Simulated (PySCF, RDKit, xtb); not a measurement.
# Solving BNH6Se, step by step

Only the formula BNH6Se is given. Aim: find the structure of lowest free energy at 298.15 K, then its properties.

Plan: many cheap relaxations first (GFN2-xTB), then density-functional screening, relaxation at PBE0-D4/def2-SVP, vibrations (at GFN2-xTB) and a final energy. The numbers are computed, not measured.

2 further runs of the same task are left out: 2 set aside as unsound or not needed.

### 1 Candidates

All bonding patterns within simple valence rules are listed by program: one Lewis structure each, at most two rings and one unusual centre or charged pair. O–O, O–halogen and N–halogen bonds and N–N–N chains are not drawn. That gives 4 candidates.

```
label             SMILES     spin
 c137      [BH3-][SeH+]N  singlet
 c470  [BH3-][NH2+][SeH]  singlet
 c727  [NH3+][BH2-][SeH]  singlet
 c922     N[BH2-][SeH2+]  singlet
```

Candidates are built by distance geometry, with a force field where one applies, in up to four conformers (letters a to d). 9 starts with atoms placed at random are added, to find patterns that the rules miss.

Q: Predict the outcome of this search (final energies at CCSD(T)/def2-SVP + MP2/def2-TZVPP - MP2/def2-SVP).

| quantity | value |
| --- | --- |
| lowest structure found | [NH3+][BH2-][SeH], singlet |
| next finalist | [BH3-][NH2+][SeH], singlet, 36.3 kcal/mol higher in G |
| share at equilibrium, among the finalists | 100.0 % |
| lowest excitation (TD-B3LYP/def2-SVPD) | 4.40 eV (f = 0.089) |
| lowest triplet excitation, same level, Tamm-Dancoff | 4.12 eV |

The lowest structure found is `[NH3+][BH2-][SeH]`. The margin of 36.3 kcal/mol over the next finalist is beyond the usual error of the last level; it says nothing of structures that weren't ranked. GFN2-xTB, HF/STO-3G, r2SCAN-D4/def2-SVP, PBE0-D4/def2-SVP, HF/def2-SVP and MP2/def2-SVP already put its bonding pattern lowest among the structures in one piece. The winner is a donor-acceptor adduct; its parts set free weren't ranked, and entropy favours them in the gas. Lowest found is not proven lowest: the search is finite, and each finalist counts with one conformer. Patterns outside the rules of the enumeration were met only by chance.
